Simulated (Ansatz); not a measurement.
# H₇NO₄Si₂: up Jacob's ladder to CCSD(T)

An exercise on one series of results from a longer session: the logs are not shown, and one member is left open.

Method: functionals in def2-TZVPP, the program's frozen cores in correlated methods; program: Ansatz 0.2.0, Gaussian basis.

The runs, in order: PBE-D4, r2SCAN-D4, PBE0-D4, B3LYP-D4, ωB97X-V, ωB97M-V, B2PLYP; CCSD(T)/def2-TZVPP; MP2/def2-QZVPP; extrapolation to the limit.

### The relaxed structure

An earlier PBE0-D4 in a triple-zeta def2 set relaxation fixed the geometry.

SMILES `O[SiH2]N[Si](O)(O)O`, 14 atoms, charge 0, spin multiplicity 1.

Atoms are counted from 1 here; the program's logs count them from 0.

Bond lengths: O1–Si2 1.643 Å, O1–H8 0.961 Å, Si2–N3 1.732 Å, Si2–H9 1.484 Å, Si2–H10 1.482 Å, N3–Si4 1.700 Å, N3–H11 1.008 Å, Si4–O5 1.645 Å, Si4–O6 1.633 Å, Si4–O7 1.638 Å, O5–H12 0.958 Å, O6–H13 0.958 Å, O7–H14 0.958 Å. Angles: Si2–O1–H8 113.3°, O1–Si2–N3 112.9°, O1–Si2–H9 109.6°, O1–Si2–H10 106.5°, N3–Si2–H9 109.3°, N3–Si2–H10 107.4°, H9–Si2–H10 111.2°, Si2–N3–Si4 124.5°, Si2–N3–H11 116.9°, Si4–N3–H11 118.4°, N3–Si4–O5 101.7°, N3–Si4–O6 117.1°, N3–Si4–O7 112.0°, O5–Si4–O6 107.7°, O5–Si4–O7 114.8°, O6–Si4–O7 104.0°, Si4–O5–H12 115.9°, Si4–O6–H13 116.3° and more.

The first run:

in.yaml

```yaml
crystal:
  periodic: [false, false, false]
  atoms:
    - {symbol: O, position_ang: [-1.418615, 1.693322, -1.382642]}
    - {symbol: Si, position_ang: [-1.675846, 0.115929, -1.001445]}
    - {symbol: N, position_ang: [-0.210458, -0.740630, -0.657190]}
    - {symbol: Si, position_ang: [0.861383, -0.348287, 0.602633]}
    - {symbol: O, position_ang: [0.302528, 1.127868, 1.067256]}
    - {symbol: O, position_ang: [0.851909, -1.318658, 1.916099]}
    - {symbol: O, position_ang: [2.422944, -0.366671, 0.106805]}
    - {symbol: H, position_ang: [-0.986111, 2.188327, -0.680955]}
    - {symbol: H, position_ang: [-2.582458, 0.029205, 0.170776]}
    - {symbol: H, position_ang: [-2.284140, -0.511937, -2.197651]}
    - {symbol: H, position_ang: [0.055033, -1.468311, -1.302577]}
    - {symbol: H, position_ang: [0.395272, 1.337309, 1.997946]}
    - {symbol: H, position_ang: [1.641128, -1.841447, 2.063307]}
    - {symbol: H, position_ang: [2.627441, 0.103971, -0.702362]}
basis:
  gaussian: {orbitals: def2-TZVPP}
hamiltonian: {xc: pbe, dispersion: d4}
output: {forces: true, orbitals: {seedname: orbitals}}
```

On the command line:

```console
ansatz run in.yaml --threads 2 --pin off --events-out ev --progress --plain --max-ram 32768MiB --backend cuda --devices 0, --max-vram 18GiB
```

Steps of the session up to this table: PBE-D4 (GGA); r2SCAN-D4 (meta-GGA); PBE0-D4 (hybrid); B3LYP-D4 (hybrid); ωB97X-V (range-separated); ωB97M-V (range-separated); B2PLYP (double hybrid); CCSD(T) in def2-TZVPP; MP2 in def2-QZVPP.

One table of the session follows, with a row left open; its other results are not shown here.

| method | atomisation energy (kJ/mol) |
| --- | --- |
| PBE-D4 | 5571.1 |
| r2SCAN-D4 | 5516.6 |
| PBE0-D4 | 5446.4 |
| B3LYP-D4 | 5498.0 |
| ωB97X-V | 5540.3 |
| ωB97M-V | 5549.7 |
| B2PLYP | 5456.6 |
| HF/def2-TZVPP | ? |
| MP2/def2-TZVPP | 5522.4 |
| CCSD/def2-TZVPP | 5288.4 |
| CCSD(T)/def2-TZVPP | 5374.4 |
| MP2/CBS | 5710.9 |
| CCSD(T)/CBS | 5562.9 |

**Question.** Estimate the row for HF/def2-TZVPP.

**Answer.** atomisation energy (kJ/mol): 3861.2. In the column «atomisation energy (kJ/mol)» it is the lowest.
